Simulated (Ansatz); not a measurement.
**Molecular dynamics of Li**

The input (input.yaml):

```yaml
accuracy: low
crystal:
  lattice:
    - [7.094447, 0.0, 0.0]
    - [0.0, 7.094447, 0.0]
    - [0.0, 0.0, 7.094447]
  atoms:
    - { symbol: Li, position: [-0.00585431, -0.01024383, -0.01784717] }
    - { symbol: Li, position: [0.51842748, 0.01144542, 0.03934564] }
    - { symbol: Li, position: [0.01085481, 0.49375724, 0.01664375] }
    - { symbol: Li, position: [-0.07332306, -0.03543219, 0.46441556] }
    - { symbol: Li, position: [0.26172318, 0.20906186, 0.33172605] }
    - { symbol: Li, position: [0.54950902, 0.45120181, -0.01080925] }
    - { symbol: Li, position: [0.52014197, -0.01031225, 0.54670542] }
    - { symbol: Li, position: [0.77766807, 0.26271406, 0.26971724] }
    - { symbol: Li, position: [0.02016148, 0.46650561, 0.49095769] }
    - { symbol: Li, position: [0.23086456, 0.74495483, 0.28816082] }
    - { symbol: Li, position: [0.24189177, 0.20723568, 0.70117754] }
    - { symbol: Li, position: [0.50982027, 0.52858484, 0.52706866] }
    - { symbol: Li, position: [0.78062865, 0.70542868, 0.21944398] }
    - { symbol: Li, position: [0.76762227, 0.24151436, 0.73202961] }
    - { symbol: Li, position: [0.23143587, 0.73604926, 0.76080896] }
    - { symbol: Li, position: [0.71345745, 0.80298008, 0.74701799] }
basis:
  ecutwfc: 420.0
kpoints:
  mp_grid: { grid: [2, 2, 2] }
hamiltonian:
  xc: pbesol
scf:
  occupations: { method: fermi_dirac, width: 0.11 }
  lower_state_search: "off"
md:
  timestep: 1
  n_steps: 300
  ensemble: nve
  temperature: 780.0
  initial_velocities: maxwell_boltzmann
  seed: 713325
```

Command:

```bash
$ ansatz run input.yaml --threads 1 --pin off --max-ram 3072MiB --backend cpu --events-out ev --progress --plain --runs-dir out
```

It goes on from the last frame of an earlier run, with new velocities.

Output, in part (step lines):

```
md step     0: t =     0.00 fs  T =   780.0 K  F+E_penalty+E_count = -3246.68401829 eV  E_kin = 1.512342 eV  conserved = -3245.17167630 eV  (7 SCF iters)
md step     1: t =     1.00 fs  T =   781.5 K  F+E_penalty+E_count = -3246.68687650 eV  E_kin = 1.515191 eV  conserved = -3245.17168518 eV  (6 SCF iters)
md step     2: t =     2.00 fs  T =   781.9 K  F+E_penalty+E_count = -3246.68778525 eV  E_kin = 1.516092 eV  conserved = -3245.17169289 eV  (6 SCF iters)
md step     3: t =     3.00 fs  T =   781.3 K  F+E_penalty+E_count = -3246.68662965 eV  E_kin = 1.514931 eV  conserved = -3245.17169901 eV  (6 SCF iters)
md step     4: t =     4.00 fs  T =   779.6 K  F+E_penalty+E_count = -3246.68332162 eV  E_kin = 1.511619 eV  conserved = -3245.17170283 eV  (6 SCF iters)
md step     5: t =     5.00 fs  T =   776.8 K  F+E_penalty+E_count = -3246.67781019 eV  E_kin = 1.506107 eV  conserved = -3245.17170369 eV  (2 SCF iters)
md step     6: t =     6.00 fs  T =   772.8 K  F+E_penalty+E_count = -3246.67009156 eV  E_kin = 1.498391 eV  conserved = -3245.17170104 eV  (3 SCF iters)
md step     7: t =     7.00 fs  T =   767.7 K  F+E_penalty+E_count = -3246.66021799 eV  E_kin = 1.488523 eV  conserved = -3245.17169451 eV  (2 SCF iters)
[... lines left out ...]
md step   298: t =   298.00 fs  T =   769.0 K  F+E_penalty+E_count = -3246.66253169 eV  E_kin = 1.490940 eV  conserved = -3245.17159129 eV  (2 SCF iters)
md step   299: t =   299.00 fs  T =   771.6 K  F+E_penalty+E_count = -3246.66763551 eV  E_kin = 1.496047 eV  conserved = -3245.17158879 eV  (2 SCF iters)
md step   300: t =   300.00 fs  T =   773.6 K  F+E_penalty+E_count = -3246.67146438 eV  E_kin = 1.499880 eV  conserved = -3245.17158411 eV  (6 SCF iters)
```

The steps, from the saved trajectory:

```
time (fs)  T (K)  potential energy less start (eV)  conserved less start (meV/atom)
      0.0    780                             0.000                             0.00
     10.0    747                             0.065                             0.00
     20.0    669                             0.215                             0.02
     30.0    701                             0.153                             0.01
     40.0    715                             0.125                            -0.01
     50.0    591                             0.367                             0.01
     60.0    512                             0.520                             0.02
     70.0    582                             0.384                             0.01
     80.0    651                             0.249                             0.00
     90.0    634                             0.282                             0.01
    100.0    582                             0.383                             0.01
    110.0    577                             0.393                             0.02
    120.0    643                             0.266                             0.01
    130.0    700                             0.155                             0.00
    140.0    683                             0.189                             0.01
    150.0    617                             0.316                             0.01
    160.0    578                             0.393                             0.01
    170.0    576                             0.395                             0.01
    180.0    632                             0.288                             0.01
    190.0    732                             0.094                             0.00
    200.0    759                             0.040                             0.00
    210.0    682                             0.190                             0.01
    220.0    619                             0.312                             0.01
    230.0    622                             0.307                             0.01
    240.0    640                             0.272                             0.00
    250.0    606                             0.338                             0.01
    260.0    545                             0.456                             0.02
    270.0    556                             0.435                             0.02
    280.0    634                             0.283                             0.01
    290.0    724                             0.108                             0.01
    300.0    774                             0.013                             0.01
```

All steps were run. The conserved energy stayed within 0.024 meV per atom of its start (net change 0.0057 meV per atom), so the integration is sound. A run of 0.3 ps of so small a system gives no equilibrium averages. Limits of this set-up: coarse k mesh, low accuracy level.

Mean squared displacements from the first frame to the last, about the centre of mass: Li 0.32 Å².

Last frame:

```xyz
16
Lattice="7.0944 0.0000 0.0000 0.0000 7.0944 0.0000 0.0000 0.0000 7.0944" Properties=species:S:1:pos:R:3
Li 0.242 0.015 -0.047
Li 3.366 -0.098 0.238
Li -0.517 3.145 -0.537
Li 0.129 0.016 3.891
Li 2.308 1.623 2.090
Li 3.603 3.594 0.037
Li 3.825 -0.381 3.631
Li 5.299 1.630 1.491
Li 0.093 3.827 3.738
Li 1.441 5.149 1.434
Li 1.772 1.732 5.515
Li 3.544 3.538 3.759
Li 5.381 4.868 1.755
Li 5.066 1.775 5.222
Li 2.112 5.575 5.494
Li 5.293 5.180 5.613
```

The run took 14 min on 1 thread of Arm Neoverse V1, with other jobs on the host, peak memory 0.51 GiB.
